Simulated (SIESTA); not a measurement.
HfIn4SiO6:

```
Hf In Si O
1.0
     5.69867    0.00381    0.01559
    -0.70506    6.10815   -0.00575
    -2.73718   -1.39557    6.63076
Hf In Si O
1 4 1 6
Direct
  0.11793 0.01556 0.13292
  0.38842 0.99901 0.72891
  0.75865 0.00842 0.49586
  0.23461 0.48841 0.53300
  0.59649 0.48211 0.20528
  0.86778 0.44029 0.85544
  0.55316 0.38738 0.79290
  0.93454 0.38483 0.65596
  0.98414 0.26218 0.00347
  0.99083 0.69806 0.98452
  0.08665 0.06493 0.39374
  0.48680 0.10883 0.21799
```

The cell was built by a generator and needn't be a form met in nature.

Base run:

| Property | Result |
| --- | --- |
| Program | SIESTA 5.4.2 |
| Functional | PBE |
| Potentials or basis | PseudoDojo 0.4 standard (PBE files) |
| Basis | DZP (energy shift 0.003 Ry; two zetas on semicore shells) |
| Grid cutoff | 800 Ry |
| Energy shift | 0.003 Ry |
| k mesh | 5 × 5 × 4 |
| Occupations | fermi-dirac, width 0.05 eV |
| Spin | no spin polarisation |
| Hubbard terms | Hf d U = 2 eV |

Its results: band gap on the k mesh 0.85 eV, indirect (least direct gap 1.11 eV); pressure 2.0 GPa; largest force 0.509 eV/Å.

Task: The run is repeated on the same cell with these changes: hubbard terms from Hf d U = 2 eV to Hf d U = 6 eV. What comes out?

Result: Band gap on the k mesh 0.83 eV, indirect (least direct gap 1.08 eV); pressure 3.2 GPa; largest force 1.258 eV/Å.

Caveats: short orbitals over semicore shells can move pressures by several GPa; spin-orbit coupling is left out, which moves the levels of the heavy elements; an odd mesh through Γ misses points on the zone boundary, where band edges often lie; the basis of atomic orbitals isn't converged, which shifts pressures, moduli and gaps; forces of over 1 eV/Å show positions far from the minimum, so gaps and moduli don't describe the material at rest (some runs).

Not every run made on this cell is shown here.
